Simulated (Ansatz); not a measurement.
**ZrHg: how settings move the results**

The task here is to estimate one member of a computed series from the others.

Method: DFT PBEsol, scalar-relativistic, plane waves, PAW, in Ansatz 0.2.0.

**Starting point**

It takes space group P4/mmm (No. 123, tetragonal). The conventional cell has a = 3.147 Å, b = 3.147 Å, c = 4.170 Å, α = 90.00°, β = 90.00°, γ = 90.00°. Zr (site symmetry 4/mmm) has 8 Hg at 3.05 Å and 4 Zr at 3.15 Å as nearest neighbours. Hg (site symmetry 4/mmm) is surrounded by 8 Zr at 3.05 Å and 4 Hg at 3.15 Å.

Structure file:

```cif
data_structure
_symmetry_space_group_name_H-M 'P4/mmm'
_symmetry_Int_Tables_number 123
_cell_length_a 3.1470
_cell_length_b 3.1470
_cell_length_c 4.1700
_cell_angle_alpha 90.000
_cell_angle_beta 90.000
_cell_angle_gamma 90.000
_cell_volume 41.30
loop_
_atom_site_label
_atom_site_type_symbol
_atom_site_symmetry_multiplicity
_atom_site_Wyckoff_symbol
_atom_site_fract_x
_atom_site_fract_y
_atom_site_fract_z
_atom_site_occupancy
Zr1 Zr 1 d 0.50000 0.50000 0.50000 1
Hg1 Hg 1 a 0.00000 0.00000 0.00000 1
```

Source of the structure: the Crystallography Open Database. It is taken as it stands there.

The first run:

Contents of input.yaml:

```yaml
crystal:
  lattice:
    - [3.147, 0.0, 0.0]
    - [0.0, 3.147, 0.0]
    - [0.0, 0.0, 4.17]
  atoms:
    - { symbol: Zr, position: [0.5, 0.5, 0.5] }
    - { symbol: Hg, position: [0.0, 0.0, 0.0] }
basis:
  ecutwfc: 420
kpoints:
  mp_grid: { grid: [6, 6, 4] }
hamiltonian:
  xc: pbesol
scf:
  occupations: { method: gaussian, width: 0.1 }
output:
  forces: true
  stress: true
  eigenvalues: true
```

Among the steps run: A first look at the start; Base run on a denser mesh; Plane-wave cutoff set to 250 eV; Plane-wave cutoff set to 300 eV; Plane-wave cutoff: 350 eV; Plane-wave cutoff set to 500 eV.

One table of the session follows, with a row left open; its other results are not shown here.

It belongs to the step «What the plane-wave cutoff changes». 

```
cutoff (eV)  ΔE (meV/atom)  pressure (GPa)
        250            809           -1.37
        300           83.2           -0.63
        350           5.28           -0.61
        420              ?               ?
        500           0.00           -0.67
```

Q: Estimate the row for cutoff (eV) = 420 from the others.

Worked estimate for «ΔE (meV/atom)». A straight line through the neighbours (350, 5.28) and (500, 0.00) gives 5.28 + (0.00 − 5.28) × (420 − 350) / (500 − 350) = 2.82; a parabola fitted to 3 rows on both sides gives -39.83.

**Answer.** ΔE (meV/atom): 0.80; pressure (GPa): -0.66. In «ΔE (meV/atom)» the line misses by +2.02 and the parabola by -40.63. Between these rows the values bend or scatter more than so simple an estimate can follow.

For the plane-wave cutoff, the energy stays within 1 meV/atom of the reference from 420 eV on. Much of this error cancels in differences between similar cells. The pressure is off by up to 0.7 GPa.

Limits of these values: Warnings in the runs' records: cutoff below recommended.
